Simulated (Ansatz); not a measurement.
# Al2Ru: the cost of one run

Program: Ansatz 0.2.0. Level of theory: DFT r2SCAN, scalar-relativistic, plane waves, PAW. These are calculated values, not measurements.

The COD entry's cell or inner coordinates are ideal or old and differ from later refinements, so a difference from it is no clean test against experiment.

## Step 1: The structure to begin with

Symmetry: Pn-3m, No. 224, cubic system. Conventional cell: a = 4.443 Å, b = 4.443 Å, c = 4.443 Å, α = 90.00°, β = 90.00°, γ = 90.00°. Al (site symmetry -3m) is surrounded by 2 Ru at 1.92 Å. Around Ru (site symmetry -43m) lie 4 Al at 1.92 Å.

As a file:

```cif
data_structure
_symmetry_space_group_name_H-M 'Pn-3m:1'
_symmetry_Int_Tables_number 224
_cell_length_a 4.4430
_cell_length_b 4.4430
_cell_length_c 4.4430
_cell_angle_alpha 90.000
_cell_angle_beta 90.000
_cell_angle_gamma 90.000
_cell_volume 87.71
loop_
_atom_site_label
_atom_site_type_symbol
_atom_site_symmetry_multiplicity
_atom_site_Wyckoff_symbol
_atom_site_fract_x
_atom_site_fract_y
_atom_site_fract_z
_atom_site_occupancy
Al1 Al 4 b 0.25000 0.25000 0.25000 1
Ru1 Ru 2 a 0.00000 0.00000 0.00000 1
```

This is candidate A: cuprite type (Pn-3m, No. 224).

(A quick probe on a coarse mesh, which set the mesh and smearing, is not shown.)

## Step 3: Rough relaxation on the coarse mesh (candidate A)

input.yaml reads:

```yaml
crystal:
  lattice:
    - [4.4430100874, 0.0, 0.0]
    - [0.0, 4.4430100874, 0.0]
    - [0.0, 0.0, 4.4430100874]
  atoms:
    - { symbol: Al, position: [0.25, 0.25, 0.25] }
    - { symbol: Al, position: [0.25, 0.75, 0.75] }
    - { symbol: Al, position: [0.75, 0.75, 0.25] }
    - { symbol: Al, position: [0.75, 0.25, 0.75] }
    - { symbol: Ru, position: [0.0, 0.0, 0.0] }
    - { symbol: Ru, position: [0.5, 0.5, 0.5] }
basis:
  ecutwfc: 500
kpoints:
  mp_grid: { grid: [4, 4, 4] }
hamiltonian:
  xc: r2scan
scf:
  occupations: { method: gaussian, width: 0.1 }
  lower_state_search: "off"
output:
  forces: true
  stress: true
  eigenvalues: true
relax:
  adjacent_minimum: "off"
  f_tol: 0.04
  max_steps: 70
  cell: { stress_tol: 0.4 }
```

Launch:

```sh
$ ansatz run input.yaml --threads 1 --pin off --max-ram 3072MiB --backend cpu --events-out ev --progress --plain --runs-dir out
```

Q: Estimate wall time and peak memory on 1 thread of Arm Neoverse V1, shared host.

About 53 s, with a peak of 0.66 GiB.
